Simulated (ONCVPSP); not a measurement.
# An ONCV potential for gold, from input to tests

Do these settings give a usable potential? It is generated, then checked for transferability, scattering, ghosts and hardness.

The numbers are computed with ONCVPSP 4.0.1 (PBE, scalar-relativistic, spin-unpolarised reference atom).

## (1) Starting point

Typed settings, in words:

* element: gold (Au, Z = 79)
* type: optimised norm-conserving Vanderbilt (ONCV)
* frozen core: [Xe] 4f14
* valence charge: 11
* reference configuration: 5d10 6s1
* partial waves: 6s: rc 2.15 bohr, ncon 4, nbas 7, qcut 2.4 1/bohr, 2 projectors, debl 1.3 Ha; p scattering state at 0.04 Ha: rc 2.00 bohr, ncon 3, nbas 7, qcut 3.9 1/bohr, 1 projector; 5d: rc 1.50 bohr, ncon 4, nbas 7, qcut 6.9 1/bohr, 3 projectors, debl 1.6 Ha
* local potential: polynomial inside 1.05 bohr (lpopt 5, dvloc0 0 Ha)
* core correction: polynomial model core, fcfact 0.4

An earlier all-electron run gives the scale for the radii.

All-electron outer shells of the reference configuration (PBE, scalar-relativistic, ld1.x):

```json
{"shell": "5p", "level (eV)": "-59.78", "outermost node (bohr)": "0.52", "outermost maximum (bohr)": "0.96"}
{"shell": "5d", "level (eV)": "-6.88", "outermost node (bohr)": "0.56", "outermost maximum (bohr)": "1.21"}
{"shell": "6s", "level (eV)": "-5.76", "outermost node (bohr)": "1.11", "outermost maximum (bohr)": "2.32"}
{"shell": "6p", "level (eV)": "-0.77", "outermost node (bohr)": "1.32", "outermost maximum (bohr)": "3.64"}
```

## (2) Generating the potential

Contents of Au.dat:

```
# ATOM AND REFERENCE CONFIGURATION
# atsym  z   nc   nv     iexc    psfile
  Au 79.00   12    2        4      upf
#
#   n    l    f
    1    0    2.00
    2    0    2.00
    2    1    6.00
    3    0    2.00
    3    1    6.00
    3    2   10.00
    4    0    2.00
    4    1    6.00
    4    2   10.00
    4    3   14.00
    5    0    2.00
    5    1    6.00
    5    2   10.00
    6    0    1.00
#
# PSEUDOPOTENTIAL AND OPTIMIZATION
# lmax
    2
#
#   l,   rc,      ep,       ncon, nbas, qcut
    0    2.15    0.00    4    7    2.40
    1    2.00    0.04    3    7    3.90
    2    1.50    0.00    4    7    6.90
#
# LOCAL POTENTIAL
# lloc, lpopt,  rc(5),   dvloc0
    4    5    1.05    0.00
#
# VANDERBILT-KLEINMAN-BYLANDER PROJECTORs
# l, nproj, debl
    0    2    1.30
    1    1    0.30
    2    3    1.60
#
# MODEL CORE CHARGE
# icmod, fcfact, rcfact
    1    0.40    0.00
#
# LOG DERIVATIVE ANALYSIS
# epsh1, epsh2, depsh
   -2.00    5.00    0.02
#
# OUTPUT GRID
# rlmax, drl
    6.00    0.01
#
# TEST CONFIGURATIONS
# ncnf
    4
# nvcnf
#   n    l    f
    2
    5    2   10.00
    6    0    0.00
#
    2
    5    2    9.00
    6    0    0.00
#
    2
    5    2    8.00
    6    0    0.00
#
    2
    5    2    9.00
    6    0    2.00
#
```

On the command line:

```console
$ oncvpsp.x < Au.dat > Au.out
```

**Question.** What will these runs give? Wanted: cutoffs for 1 and 0.1 mHa per electron, occupied waves; bound ghosts; GHOST(+) flags; largest test error; largest phase difference near zero energy, channels read; rms error of d²Exc/dn², without and with the model core.

As calculated:

```
                                                quantity                             value
  cutoffs for 1 and 0.1 mHa per electron, occupied waves                   20 Ha and 24 Ha
                                            bound ghosts  s at -224.12 eV, p at -136.04 eV
                                          GHOST(+) flags                        s at 72 eV
                            largest test error (AE − PS)             -167 meV, for 5d8 6s0
largest phase difference near zero energy, channels read                         0.056 rad
 rms error of d²Exc/dn², without and with the model core                 4.10 and 0.39 mHa
```

It has a bound ghost (s, p), a state that the atom doesn't have, and that rules the file out. The worst unpolarised test, 5d8 6s0, is off by 167 meV on 64.5 eV; by total energies transferability rates as fair for so large an energy. That test lies far up in energy; among those under 40 eV, nearer to bonding, the largest error is 46 meV. It counts as of middling hardness, with 20 Ha needed at the looser tolerance. At the looser tolerance the 5d wave is the slowest; 6s needs 11 Ha. Near zero energy the largest phase difference among the channels read is 0.06 rad, in the p channel. The program also flags highly localised states, GHOST(+) (s). All of this concerns the isolated atom, not yet a solid.
